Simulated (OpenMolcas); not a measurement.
**A workflow on CH4AlIn (SMILES [CH2]1[AlH][InH]1)**

Wanted: a single-point energy (HF/ANO-R0), then a single-point energy (CASSCF(2,2)/ANO-R1), then the energy along one coordinate (CASPT2(2,2)/ANO-R1), then the energy along one coordinate (SC-NEVPT2(2,2)/ANO-R1), then an energy scan (MC-PDFT[tPBE](2,2)/ANO-R1) of CH4AlIn. 

Program for the calculation: OpenMolcas 26.06.

## Step 1: Starting point

CH4AlIn: 7 atoms, total charge 0, spin state singlet. SMILES: `[CH2]1[AlH][InH]1`. Geometry: relaxed at PBE0-D4/def2-TZVP.

Bond lengths: C1–Al2 1.874 Å, Al2–In3 2.543 Å, C1–H4 1.102 Å, C1–H5 1.092 Å, Al2–H6 1.584 Å, In3–H7 1.731 Å. Angles: C1–Al2–In3 65.0°, C1–Al2–H6 138.7°, In3–Al2–H6 138.8°, Al2–C1–H4 120.2°, Al2–C1–H5 127.0°, Al2–In3–H7 161.6°, H4–C1–H5 107.9°.

## Step 2: The energy at HF/ANO-R0 (sfX2C) (run 1)

Input file input.xyz:

```xyz
7

C     -0.613000     0.132400    -0.657400
Al    -0.455200     0.915100     1.037900
In     1.229300    -0.924400     0.544100
H     -0.896900    -0.927600    -0.754800
H     -0.866200     0.635300    -1.593000
H     -0.487600     2.358400     1.689000
H      2.089500    -2.189200    -0.265800
```

Input file step1.inp:

```
* CH4AlIn Hartree-Fock

&GATEWAY
 Coord
 input.xyz
 Basis
 ANO-R0
 Group
 NoSym

&SEWARD

&SCF
 PrOrbitals
 0

&LOCALISATION
 Occupied
 Freeze
 Pipek-Mezey

&LOCALISATION
 FileOrb
 $Project.LocOrb
 Virtual
 Pipek-Mezey
```

On the command line:

```sh
$ export MOLCAS_MEM=1860
$ pymolcas step1.inp > step1.log
```

Log:

```text
--- Start Module: gateway ---
[...]
--- Stop Module: gateway /rc=_RC_ALL_IS_WELL_ ---
[...]
      Basis functions           45
[...]
       Convergence after  13 Iterations
[...]
::    Total SCF energy                              -6160.4143488559
[...]
      Total spin, S                                     0.0000000000
[...]
      Total electronic charge=   72.000000
      Total            charge=   -0.000000
[...]
      Dipole Moment (debye):
      Origin of the operator (angstrom)=    0.7691   -0.5070    0.5174
                   X= -4.8742E-02               Y= -4.5359E-01               Z=  6.4089E-01           Total=  7.8667E-01
      Quadrupole Moment (debye*angstrom):
[...]
--- Start Module: localisation ---
[...]
--- Stop Module: localisation /rc=_RC_ALL_IS_WELL_ ---
--- Start Module: localisation ---
[...]
--- Stop Module: localisation /rc=_RC_ALL_IS_WELL_ ---
[...]
```

Wall time 4.2 s (1 thread of Intel Xeon 6975P-C (Granite Rapids), shared host); peak memory 0.42 GiB.

## Step 3: The energy at CASSCF(2,2)/ANO-R1 (sfX2C, RICD fitting) (run 2)

input.xyz is that of step 2.

Input file step2.inp:

```
>>> EXPORT MOLCAS_PRINT=2

&gateway
  coord=input.xyz
  basis=ANO-R0
  group=NoSym

&seward

&rasscf
  fileorb=$CurrDir/step1.LocOrb
  alter=2
  1 34 36
  1 37 41
  spin=1
  nactel=2 0 0
  inactive=35
  ras2=2
  orblisting=Nothing
>>> COPY $Project.RunFile RUNFIL1
>>> COPY $Project.RasOrb INPORB

&gateway
  coord=input.xyz
  basis=ANO-R1
  group=NoSym
  ricd

&seward
>>> COPY $Project.RunFile RUNFIL2

&expbas

&rasscf
  fileorb=$Project.ExpOrb
  spin=1
  nactel=2 0 0
  inactive=35
  ras2=2
  orblisting=Nothing
```

On the command line:

```sh
$ export MOLCAS_MEM=1860
$ pymolcas step2.inp > step2.log
```

Log:

```text
--- Start Module: gateway ---
[...]
--- Stop Module: gateway /rc=_RC_ALL_IS_WELL_ ---
[...]
      Basis functions           45
[...]
      Number of active orbitals                  2
[...]
      Spin quantum number                      0.0
[...]
      Active orbitals                            2
[...]
      Number of CSFs                             3
[...]
      Number of root(s) required                 1
[...]
      Convergence after  9 iterations
[...]
      printout of CI-coefficients larger than  0.05 for root  1
      energy=   -6160.421759
      conf/sym  11     Coeff  Weight
             1  20   0.99536 0.99074
             3  02  -0.09620 0.00926
      Natural orbitals and occupation numbers for root  1
      sym 1:   1.981490   0.018510
      ************************************************************************************************************************
      *                                                    Final results                                                     *
[...]
::    RASSCF root number  1 Total energy:  -6160.42175912
[...]
      Basis functions           95
[...]
--- Start Module: expbas ---
[...]
--- Stop Module: expbas /rc=_RC_ALL_IS_WELL_ ---
--- Start Module: rasscf ---
[...]
      Convergence after 14 iterations
[...]
      Natural orbitals and occupation numbers for root  1
      sym 1:   1.973015   0.026985
      ************************************************************************************************************************
      *                                                    Final results                                                     *
[...]
::    RASSCF root number  1 Total energy:  -6160.79273806
[...]
      Total electronic charge=   72.000000
      Total            charge=   -0.000000
[...]
      Dipole Moment (debye):
      Origin of the operator (angstrom)=    0.7691   -0.5070    0.5174
                   X=  6.8887E-01               Y= -1.0838E-01               Z=  5.8601E-01           Total=  9.1088E-01
      Quadrupole Moment (debye*angstrom):
[...]
--- Stop Module: rasscf /rc=_RC_ALL_IS_WELL_ ---
[...]
```

Run time: 17 s. Hardware: 1 thread of Intel Xeon 6975P-C (Granite Rapids), shared host; peak memory 0.42 GiB.

## Step 4: The energy along one coordinate at CASPT2(2,2)/ANO-R1 (sfX2C, RICD fitting, ipea shift 0.25 Eh, pt2 variant SS) (run 3)

Input file step3.inp:

```
* CH4AlIn CASPT2
>>> COPY $CurrDir/step2.RasOrb $Project.RasOrb
>>> ForEach K in (1, 2, 3, 4, 5, 6, 7, 8, 9)

&GATEWAY
 Coord = $CurrDir/point$K.xyz
 Basis = ANO-R1
 Group = NoSym
 RICD

&SEWARD

&RASSCF
 FileOrb = $Project.RasOrb
 Spin = 1
 Nactel = 2 0 0
 Inactive = 35
 Ras2 = 2
 OrbListing = Nothing

&CASPT2
 Imaginary = 0.2
 Frozen = 24
>>> EndDo
```

On the command line:

```sh
$ export MOLCAS_MEM=1860
$ pymolcas step3.inp > step3.log
```

Log:

```text
[...]
      Basis functions           95
[...]
      Number of active orbitals                  2
[...]
      Spin quantum number                      0.0
[...]
      Active orbitals                            2
[...]
      Number of CSFs                             3
[...]
      Number of root(s) required                 1
[...]
      Convergence after 12 iterations
[...]
      Natural orbitals and occupation numbers for root  1
      sym 1:   1.978438   0.021562
      ************************************************************************************************************************
      *                                                    Final results                                                     *
[...]
::    RASSCF root number  1 Total energy:  -6160.78463956
[...]
::    CASPT2 Root  1     Total energy:  -6161.38965937
[...]
      Convergence after 11 iterations
[...]
      Natural orbitals and occupation numbers for root  1
      sym 1:   1.973001   0.026999
      ************************************************************************************************************************
      *                                                    Final results                                                     *
[...]
      Convergence after 14 iterations
[...]
      Natural orbitals and occupation numbers for root  1
      sym 1:   1.792619   0.207381
      ************************************************************************************************************************
      *                                                    Final results                                                     *
[...]
      Convergence after 15 iterations
[...]
      Natural orbitals and occupation numbers for root  1
      sym 1:   1.601181   0.398819
      ************************************************************************************************************************
      *                                                    Final results                                                     *
[...]
      Convergence after 16 iterations
[...]
      Natural orbitals and occupation numbers for root  1
      sym 1:   1.332378   0.667622
      ************************************************************************************************************************
      *                                                    Final results                                                     *
[...]
::    RASSCF root number  1 Total energy:  -6160.68603840
[...]
::    CASPT2 Root  1     Total energy:  -6161.28378905
[...]
      Convergence after 13 iterations
[...]
::    RASSCF root number  1 Total energy:  -6160.68227199
[...]
::    CASPT2 Root  1     Total energy:  -6161.27940453
[...]
```

It took 1.9 min on 1 thread of Intel Xeon 6975P-C (Granite Rapids), shared host; peak memory 0.28 GiB.

The scan, from its lowest point:

```csv
H6–Al2 (Å),energy (kJ/mol)
1.425,18.6
1.584,0.0
1.742,12.7
1.980,57.9
2.296,129.4
2.692,205.6
3.167,263.6
3.801,296.6
4.751,308.1
```

## Step 5: An energy scan at SC-NEVPT2(2,2)/ANO-R1 (sfX2C, RICD fitting, pt2 variant SC-NEVPT2) (run 4)

Input file step4.input:

```
* CH4AlIn NEVPT2
>>> COPY $CurrDir/step2.RasOrb $Project.RasOrb
>>> ForEach K in (1, 2, 3, 4, 5, 6, 7, 8, 9)
&GATEWAY
Coord=$CurrDir/point$K.xyz
Basis=ANO-R1
Group=NoSym
RICD
&SEWARD
&RASSCF
FileOrb=$Project.RasOrb
Spin=1
Nactel=2 0 0
Inactive=35
Ras2=2
OrbListing=Nothing
&CASPT2
SC-NEVPT2
Frozen=24
>>> EndDo
```

On the command line:

```sh
$ export MOLCAS_MEM=1860
$ pymolcas step4.input > step4.log
```

Log:

```text
[...]
      Basis functions           95
[...]
      Number of active orbitals                  2
[...]
      Spin quantum number                      0.0
[...]
      Active orbitals                            2
[...]
      Number of CSFs                             3
[...]
      Number of root(s) required                 1
[...]
      Convergence after 12 iterations
[...]
      printout of CI-coefficients larger than  0.05 for root  1
      energy=   -6160.784640
      conf/sym  11     Coeff  Weight
             1  20   0.99459 0.98922
             3  02  -0.10383 0.01078
      Natural orbitals and occupation numbers for root  1
      sym 1:   1.978438   0.021562
      ************************************************************************************************************************
      *                                                    Final results                                                     *
[...]
::    RASSCF root number  1 Total energy:  -6160.78463956
[...]
      E2 (Variational):          -0.5996229358
[...]
::    SC-NEVPT2 Root  1     Total energy:  -6161.38422311
[...]
      Convergence after 11 iterations
[...]
      Natural orbitals and occupation numbers for root  1
      sym 1:   1.973001   0.026999
      ************************************************************************************************************************
      *                                                    Final results                                                     *
[...]
      Convergence after 14 iterations
[...]
      Natural orbitals and occupation numbers for root  1
      sym 1:   1.792619   0.207381
      ************************************************************************************************************************
      *                                                    Final results                                                     *
[...]
      Convergence after 15 iterations
[...]
      Natural orbitals and occupation numbers for root  1
      sym 1:   1.601181   0.398819
      ************************************************************************************************************************
      *                                                    Final results                                                     *
[...]
      Convergence after 16 iterations
[...]
::    RASSCF root number  1 Total energy:  -6160.68603840
[...]
::    SC-NEVPT2 Root  1     Total energy:  -6161.28278333
[...]
      Convergence after 13 iterations
[...]
::    RASSCF root number  1 Total energy:  -6160.68227199
[...]
      E2 (Variational):          -0.5968246561
[...]
      Reference weight:           0.83781
[...]
::    SC-NEVPT2 Root  1     Total energy:  -6161.27909664
[...]
```

Wall time 1.9 min (1 thread of Intel Xeon 6975P-C (Granite Rapids), shared host); peak memory 0.28 GiB.

The scan, from its lowest point:

```csv
H6–Al2 (Å),energy (kJ/mol)
1.425,18.9
1.584,0.0
1.742,12.0
1.980,56.0
2.296,125.9
2.692,200.3
3.167,255.6
3.801,285.2
4.751,294.9
```

## Step 6: An energy scan at MC-PDFT[tPBE](2,2)/ANO-R1 (sfX2C, RICD fitting) (run 5)

Input file step5.inp:

```
>>> COPY $CurrDir/step2.RasOrb $Project.RasOrb
>>> ForEach K in (1, 2, 3, 4, 5, 6, 7, 8, 9)

&GATEWAY
  COORD
  $CurrDir/point$K.xyz
  BASIS
  ANO-R1
  GROUP
  NoSym
  RICD

&SEWARD

&RASSCF
  FILEORB
  $Project.RasOrb
  SPIN
  1
  NACTEL
  2 0 0
  INACTIVE
  35
  RAS2
  2
  ORBLISTING
  Nothing

&MCPDFT
  KSDFT
  T:PBE
>>> EndDo
```

On the command line:

```sh
$ export MOLCAS_MEM=1860
$ pymolcas step5.inp > step5.log
```

Log:

```text
--- Start Module: gateway ---
[...]
      Basis functions           95
[...]
      Number of active orbitals                  2
[...]
      Spin quantum number                      0.0
[...]
      Active orbitals                            2
[...]
      Number of CSFs                             3
[...]
      Number of root(s) required                 1
[...]
      Convergence after 12 iterations
[...]
      printout of CI-coefficients larger than  0.05 for root  1
      energy=   -6160.784640
      conf/sym  11     Coeff  Weight
             1  20   0.99459 0.98922
             3  02  -0.10383 0.01078
      Natural orbitals and occupation numbers for root  1
      sym 1:   1.978438   0.021562
      ************************************************************************************************************************
      *                                                    Final results                                                     *
[...]
::    RASSCF root number  1 Total energy:  -6160.78463956
[...]
::    MCPDFT root number  1 Total energy:  -6163.67010344
[...]
      Convergence after 11 iterations
[...]
      Natural orbitals and occupation numbers for root  1
      sym 1:   1.973001   0.026999
      ************************************************************************************************************************
      *                                                    Final results                                                     *
[...]
      Convergence after 14 iterations
[...]
      Natural orbitals and occupation numbers for root  1
      sym 1:   1.792619   0.207381
      ************************************************************************************************************************
      *                                                    Final results                                                     *
[...]
      Convergence after 15 iterations
[...]
      Natural orbitals and occupation numbers for root  1
      sym 1:   1.601181   0.398819
      ************************************************************************************************************************
      *                                                    Final results                                                     *
[...]
      Convergence after 16 iterations
[...]
::    RASSCF root number  1 Total energy:  -6160.68603840
[...]
::    MCPDFT root number  1 Total energy:  -6163.56370881
[...]
      Convergence after 13 iterations
[...]
::    RASSCF root number  1 Total energy:  -6160.68227199
[...]
      Total electronic charge=   72.000000
      Total            charge=   -0.000000
[...]
::    MCPDFT root number  1 Total energy:  -6163.56050929
[...]
```

Wall time 1.9 min (1 thread of Intel Xeon 6975P-C (Granite Rapids), shared host); peak memory 0.28 GiB.

The scan, from its lowest point:

```csv
H6–Al2 (Å),energy (kJ/mol)
1.425,20.8
1.584,0.0
1.742,10.9
1.980,54.4
2.296,125.8
2.692,204.3
3.167,266.2
3.801,300.1
4.751,308.5
```

## Step 7: Outcome

| quantity | value |
| --- | --- |
| run 1, HF/ANO-R0: total energy | -6160.41435 Eh |
| run 1, HF/ANO-R0: dipole moment | 0.79 D |
| run 1, HF/ANO-R0: HOMO energy | -8.81 eV |
| run 1, HF/ANO-R0: LUMO energy | -0.91 eV |
| run 1, HF/ANO-R0: HOMO–LUMO gap | 7.90 eV |
| run 2, CASSCF(2,2)/ANO-R1: total energy | -6160.79274 Eh |
| run 2, CASSCF(2,2)/ANO-R1: dipole moment (CASSCF density) | 0.91 D |
| run 3, CASPT2(2,2)/ANO-R1: lowest energy of the scan | -6161.39676 Eh |
| run 4, SC-NEVPT2(2,2)/ANO-R1: lowest energy of the scan | -6161.39142 Eh |
| run 5, MC-PDFT[tPBE](2,2)/ANO-R1: lowest energy of the scan | -6163.67801 Eh |
